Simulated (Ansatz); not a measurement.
**C₂H₅BS₂: small, medium and large basis sets**

The task here is to estimate one member of a computed series from the others.

The runs use Ansatz 0.2.0, Gaussian basis; one geometry, several basis sets.

The runs, in order: PBE0-D4/def2-SVP; ωB97M-V/def2-SVP; PBE0-D4/def2-QZVPP; ωB97M-V/def2-QZVPP; the functionals' def2-TZVPP values are taken from earlier runs.

## The relaxed structure

All runs share one geometry, relaxed beforehand with PBE0-D4 in a triple-zeta def2 set.

SMILES `SCC1BS1`, 10 atoms, charge 0, spin multiplicity 1.

Atoms are counted from 1 here; the program's logs count them from 0.

Bond lengths: S1–C2 1.813 Å, S1–H6 1.343 Å, C2–C3 1.504 Å, C2–H7 1.091 Å, C2–H8 1.093 Å, C3–B4 1.533 Å, C3–S5 1.879 Å, C3–H9 1.088 Å, B4–S5 1.738 Å, B4–H10 1.183 Å. Angles: C2–S1–H6 96.5°, S1–C2–C3 111.3°, S1–C2–H7 110.3°, S1–C2–H8 104.5°, C3–C2–H7 111.5°, C3–C2–H8 111.4°, H7–C2–H8 107.6°, C2–C3–B4 123.3°, C2–C3–S5 116.7°, C2–C3–H9 113.4°, B4–C3–S5 60.2°, B4–C3–H9 119.0°, S5–C3–H9 112.4°, C3–B4–S5 69.8°, C3–B4–H10 148.3°, S5–B4–H10 141.9°, C3–S5–B4 50.0°.

The first run:

Input file in.yaml:

```yaml
crystal:
  periodic: [false, false, false]
  atoms:
    - {symbol: S, position_ang: [0.604280, 0.618716, 2.056381]}
    - {symbol: C, position_ang: [0.871878, 0.499479, 0.267143]}
    - {symbol: C, position_ang: [0.109021, -0.654371, -0.323537]}
    - {symbol: B, position_ang: [-1.266901, -0.503316, -0.981349]}
    - {symbol: S, position_ang: [-0.039875, -0.698090, -2.196090]}
    - {symbol: H, position_ang: [-0.719666, 0.835521, 1.998241]}
    - {symbol: H, position_ang: [0.611269, 1.440914, -0.218188]}
    - {symbol: H, position_ang: [1.950658, 0.360968, 0.160303]}
    - {symbol: H, position_ang: [0.392312, -1.618908, 0.092816]}
    - {symbol: H, position_ang: [-2.429876, -0.332011, -0.852720]}
basis:
  gaussian: {orbitals: def2-SVP}
hamiltonian: {xc: pbe0, dispersion: d4}
output: {orbitals: {seedname: orbitals}}
```

Steps of the session up to this table: PBE0-D4 in def2-SVP; ωB97M-V in def2-SVP; PBE0-D4 in def2-QZVPP; ωB97M-V in def2-QZVPP.

One table of the session follows, with a row left open; its other results are not shown here.

It belongs to the step «Density functionals: the series». 

| functional | basis | HOMO (eV) |
| --- | --- | --- |
| PBE0-D4 | def2-SVP | -6.90 |
| PBE0-D4 | def2-TZVPP | -7.03 |
| PBE0-D4 | def2-QZVPP | ? |
| ωB97M-V | def2-SVP | -9.06 |
| ωB97M-V | def2-TZVPP | -9.23 |
| ωB97M-V | def2-QZVPP | -9.27 |

Estimate the missing values for PBE0-D4, def2-QZVPP.

As computed: HOMO (eV): -7.07. In the column «HOMO (eV)» it lies between ωB97M-V, def2-SVP (-9.06) and PBE0-D4, def2-TZVPP (-7.03).
